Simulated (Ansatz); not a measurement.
**C₂H₁₀AlOP: up Jacob's ladder to CCSD(T)**

An exercise on one series of results from a longer session: the logs are not shown, and one member is left open.

Method: functionals in def2-TZVPP, the program's frozen cores in correlated methods; program: Ansatz 0.2.0, Gaussian basis.

Plan: LDA (SPW92), PBE-D4, revPBE-D4, BLYP-D4, r2SCAN-D4, B97M-V, PBE0-D4, B3LYP-D4, r2SCANh-D4, r2SCAN0-D4, HSE06-D4, BHLYP-D4, CAM-B3LYP-D4, LC-ωPBE, ωB97X-V, ωB97M-V, B2PLYP, PBE-QIDH; CCSD(T)/def2-SVP; CCSD(T)/def2-TZVPP; MP2/def2-QZVPP; extrapolation to the limit; RPA on PBE.

### Structure used throughout

An earlier PBE0-D4 in a triple-zeta def2 set relaxation fixed the geometry.

SMILES `[CH3][Al-]([CH3])([OH])[PH3+]`, 15 atoms, charge 0, spin multiplicity 1.

Atoms are counted from 1 here; the program's logs count them from 0.

Bond lengths: C1–Al2 1.960 Å, C1–H6 1.095 Å, C1–H7 1.096 Å, C1–H8 1.094 Å, Al2–C3 1.967 Å, Al2–O4 1.730 Å, Al2–P5 2.617 Å, C3–H9 1.095 Å, C3–H10 1.096 Å, C3–H11 1.095 Å, O4–H12 0.955 Å, P5–H13 1.413 Å, P5–H14 1.411 Å, P5–H15 1.410 Å. Angles: Al2–C1–H6 112.6°, Al2–C1–H7 110.5°, Al2–C1–H8 112.1°, H6–C1–H7 106.7°, H6–C1–H8 107.9°, H7–C1–H8 106.7°, C1–Al2–C3 121.8°, C1–Al2–O4 114.7°, C1–Al2–P5 98.5°, C3–Al2–O4 118.6°, C3–Al2–P5 101.2°, O4–Al2–P5 91.9°, Al2–C3–H9 113.1°, Al2–C3–H10 110.7°, Al2–C3–H11 111.9°, H9–C3–H10 106.8°, H9–C3–H11 107.4°, H10–C3–H11 106.5° and more.

The first run:

The input, in.yaml:

```yaml
crystal:
  periodic: [false, false, false]
  atoms:
    - {symbol: C, position_ang: [-1.773403, -0.023418, 1.069031]}
    - {symbol: Al, position_ang: [-0.170278, -0.633798, 0.120985]}
    - {symbol: C, position_ang: [1.565198, -0.814906, 1.028021]}
    - {symbol: O, position_ang: [-0.482391, -1.607879, -1.274180]}
    - {symbol: P, position_ang: [0.244537, 1.492489, -1.346579]}
    - {symbol: H, position_ang: [-1.595066, 0.880918, 1.660056]}
    - {symbol: H, position_ang: [-2.121902, -0.792111, 1.767841]}
    - {symbol: H, position_ang: [-2.602983, 0.180714, 0.385458]}
    - {symbol: H, position_ang: [2.404105, -0.923883, 0.333131]}
    - {symbol: H, position_ang: [1.573774, -1.699091, 1.675589]}
    - {symbol: H, position_ang: [1.781847, 0.044436, 1.671416]}
    - {symbol: H, position_ang: [0.187472, -2.185950, -1.634252]}
    - {symbol: H, position_ang: [0.510736, 2.803601, -0.892365]}
    - {symbol: H, position_ang: [1.271034, 1.420523, -2.312204]}
    - {symbol: H, position_ang: [-0.814479, 1.807755, -2.222748]}
basis:
  gaussian: {orbitals: def2-TZVPP}
hamiltonian: {xc: lda}
output: {orbitals: {seedname: orbitals}}
```

Launch:

```
$ ansatz run in.yaml --threads 8 --pin off --events-out ev --progress --plain --max-ram 18278MiB
```

Among the steps run: LDA; PBE-D4 (GGA); revPBE-D4 (GGA); BLYP-D4 (GGA); r2SCAN-D4 (meta-GGA); B97M-V (meta-GGA); B3LYP-D4 (hybrid); r2SCANh-D4 (hybrid); r2SCAN0-D4 (hybrid); HSE06-D4 (hybrid); BHLYP-D4 (hybrid); CAM-B3LYP-D4 (range-separated); LC-ωPBE (range-separated); ωB97X-V (range-separated); ωB97M-V (range-separated); B2PLYP (double hybrid); PBE-QIDH (double hybrid).

One table of the session follows, with a row left open; its other results are not shown here.

| functional | HOMO (eV) | gap (eV) |
| --- | --- | --- |
| LDA (SPW92) | -5.95 | 4.87 |
| PBE-D4 | -5.82 | 4.86 |
| revPBE-D4 | -5.76 | 4.87 |
| BLYP-D4 | ? | ? |
| r2SCAN-D4 | -6.07 | 5.38 |
| B97M-V | -6.17 | 5.31 |
| PBE0-D4 | -7.09 | 7.04 |
| B3LYP-D4 | -6.89 | 6.60 |
| r2SCANh-D4 | -6.55 | 6.18 |
| r2SCAN0-D4 | -7.27 | 7.38 |
| HSE06-D4 | -6.69 | 6.26 |
| BHLYP-D4 | -8.30 | 9.19 |
| CAM-B3LYP-D4 | -8.48 | 9.51 |
| LC-ωPBE | -9.83 | 12.05 |
| ωB97X-V | -9.48 | 11.53 |
| ωB97M-V | -9.36 | 11.15 |

Estimate the missing values for BLYP-D4.

Worked estimate for «HOMO (eV)». Against the share of exact exchange, B3LYP-D4 (0.2, -6.89), BHLYP-D4 (0.5, -8.30) give a slope of -4.70 per unit share; at 0 the line stands at -5.95.

As computed: HOMO (eV): -5.71; gap (eV): 4.86. In «HOMO (eV)» the line misses by -0.24.
